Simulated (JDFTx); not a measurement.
Runs of JDFTx 1.7.0 (patched build) on HfIn4SiO6. The structure is trigonal, space group P312 (No. 149). Conventional cell: a = 5.277 Å, b = 5.277 Å, c = 10.559 Å, α = 90.00°, β = 90.00°, γ = 120.00°. Hf (site symmetry 32) has 6 O at 2.10 Å as nearest neighbours. Around In (site symmetry 3) lie 3 O at 2.62 Å. Around In (site symmetry 3) lie 3 O at 2.32 Å. Si (site symmetry 32) is surrounded by 6 O at 1.83 Å. O (site symmetry 1) has 1 Si at 1.83 Å and 1 Hf at 2.10 Å as nearest neighbours. The cell was built by a generator and needn't be a form met in nature.

```tsv
task	level	U	k mesh	DOS broadening	SCF threshold on the energy	mesh quality	gap on the mesh (eV)	pressure (GPa)	largest force (eV/Å)
density of states	PBE+U	Hf d U = 8 eV	2 × 2 × 1	0.004 Ha	1e-08 Ha	coarse	1.05	0.9	(b)
density of states	PBE+U	Hf d U = 6 eV	2 × 2 × 1	0.004 Ha	1e-08 Ha	coarse	1.05	0.5	0.30
single point	PBE	-	6 × 6 × 3	-	1e-09 Ha	not flagged	none	(a)	0.12
density of states	PBE	-	2 × 2 × 1	0.003 Ha	1e-08 Ha	coarse	1.05	-0.1	0.30
density of states	PBE+U	Hf d U = 2 eV	2 × 2 × 1	0.003 Ha	1e-08 Ha	coarse	1.05	0.0	0.30
density of states	PBE+U	Hf d U = 3 eV	2 × 2 × 1	0.004 Ha	1e-08 Ha	coarse	1.05	0.1	0.30
density of states	PBE+U	Hf d U = 1 eV	2 × 2 × 1	0.004 Ha	1e-08 Ha	coarse	1.05	-0.1	0.30
density of states	PBE+U	Hf d U = 4 eV	2 × 2 × 1	0.003 Ha	1e-08 Ha	coarse	1.05	0.3	0.30
```

Alike in all rows: potentials or basis PseudoDojo-SR-PBE-0.5-standard with smoothed tails; no spin polarisation; cell as given; cutoff (eV) 1143; smearing fermi-dirac 0.05 eV.

Q: Fill in the values left out.

A: (a) -0.4; (b) 0.38.

Caveats: some runs use coarse meshes; spin-orbit coupling is left out, which moves the levels of the heavy elements (some runs); an odd mesh through Γ misses points on the zone boundary, where band edges often lie (some runs); the empty levels aren't tightly converged (some runs).

A k mesh can miss the band edges, and the runs leave out spin-orbit coupling on Hf, In.

A gap of «none» marks a metal or a gap under the smearing width.
